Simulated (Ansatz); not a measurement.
# CH2BClF2: one species, many methods

The task here is to estimate one member of a computed series from the others.

Computed with Ansatz 0.2.0, Gaussian basis. Level: functionals in def2-TZVPP, the program's frozen cores in correlated methods.

The runs, in order: LDA (SPW92), PBE-D4, revPBE-D4, BLYP-D4, r2SCAN-D4, B97M-V, PBE0-D4, B3LYP-D4, r2SCANh-D4, r2SCAN0-D4, HSE06-D4, BHLYP-D4, CAM-B3LYP-D4, LC-ωPBE, ωB97X-V, ωB97M-V, B2PLYP, PBE-QIDH; CCSD(T)/def2-SVP; CCSD(T)/def2-TZVPP; MP2/def2-QZVPP; extrapolation to the limit; RPA on PBE.

### The relaxed structure

An earlier PBE0-D4 in a triple-zeta def2 set relaxation fixed the geometry.

SMILES `FBC(F)Cl`, 7 atoms, charge 0, spin multiplicity 1.

Atoms are counted from 1 here; the program's logs count them from 0.

Bond lengths: F1–B2 1.317 Å, B2–C3 1.578 Å, B2–H6 1.193 Å, C3–F4 1.356 Å, C3–Cl5 1.802 Å, C3–H7 1.091 Å. Angles: F1–B2–C3 118.2°, F1–B2–H6 120.3°, C3–B2–H6 121.5°, B2–C3–F4 114.7°, B2–C3–Cl5 97.2°, B2–C3–H7 118.3°, F4–C3–Cl5 109.7°, F4–C3–H7 109.2°, Cl5–C3–H7 106.4°.

Set-up of the first run:

Input file in.yaml:

```yaml
crystal:
  periodic: [false, false, false]
  atoms:
    - {symbol: F, position_ang: [-1.779984, 0.732739, -0.051289]}
    - {symbol: B, position_ang: [-0.568448, 0.556492, 0.433418]}
    - {symbol: C, position_ang: [0.330243, -0.577433, -0.197230]}
    - {symbol: F, position_ang: [1.255179, -1.101535, 0.644136]}
    - {symbol: Cl, position_ang: [1.145582, 0.442870, -1.438093]}
    - {symbol: H, position_ang: [-0.159411, 1.264922, 1.301953]}
    - {symbol: H, position_ang: [-0.161961, -1.386054, -0.738696]}
basis:
  gaussian: {orbitals: def2-TZVPP}
hamiltonian: {xc: lda}
output: {orbitals: {seedname: orbitals}}
```

Command:

```
$ ansatz run in.yaml --threads 2 --pin off --events-out ev --progress --plain --max-ram 4352MiB
```

Among the steps run: LDA; PBE-D4 (GGA); revPBE-D4 (GGA); BLYP-D4 (GGA); r2SCAN-D4 (meta-GGA); B97M-V (meta-GGA); B3LYP-D4 (hybrid); r2SCANh-D4 (hybrid); r2SCAN0-D4 (hybrid); HSE06-D4 (hybrid); BHLYP-D4 (hybrid); CAM-B3LYP-D4 (range-separated); LC-ωPBE (range-separated); ωB97X-V (range-separated); ωB97M-V (range-separated); B2PLYP (double hybrid); PBE-QIDH (double hybrid).

One table of the session follows, with a row left open; its other results are not shown here.

It belongs to the step «Orbital energies across the functionals». 

| functional | HOMO (eV) | gap (eV) |
| --- | --- | --- |
| LDA (SPW92) | -7.45 | 4.75 |
| PBE-D4 | -7.31 | 4.92 |
| revPBE-D4 | -7.24 | 4.99 |
| BLYP-D4 | -7.23 | 4.97 |
| r2SCAN-D4 | -7.64 | 5.58 |
| B97M-V | -7.75 | 5.67 |
| PBE0-D4 | -8.80 | 7.42 |
| B3LYP-D4 | ? | ? |
| r2SCANh-D4 | -8.19 | 6.49 |
| r2SCAN0-D4 | -9.02 | 7.84 |
| HSE06-D4 | -8.39 | 6.63 |
| BHLYP-D4 | -10.21 | 9.88 |
| CAM-B3LYP-D4 | -10.25 | 9.98 |
| LC-ωPBE | -11.59 | 12.59 |
| ωB97X-V | -11.24 | 12.14 |
| ωB97M-V | -11.09 | 11.75 |

Q: Estimate the row for B3LYP-D4 from the others.

Worked estimate for «HOMO (eV)». Against the share of exact exchange, BLYP-D4 (0, -7.23), BHLYP-D4 (0.5, -10.21) give a slope of -5.96 per unit share; at 0.2 the line stands at -8.42.

As computed: HOMO (eV): -8.58; gap (eV): 6.95. In «HOMO (eV)» the line misses by +0.16.
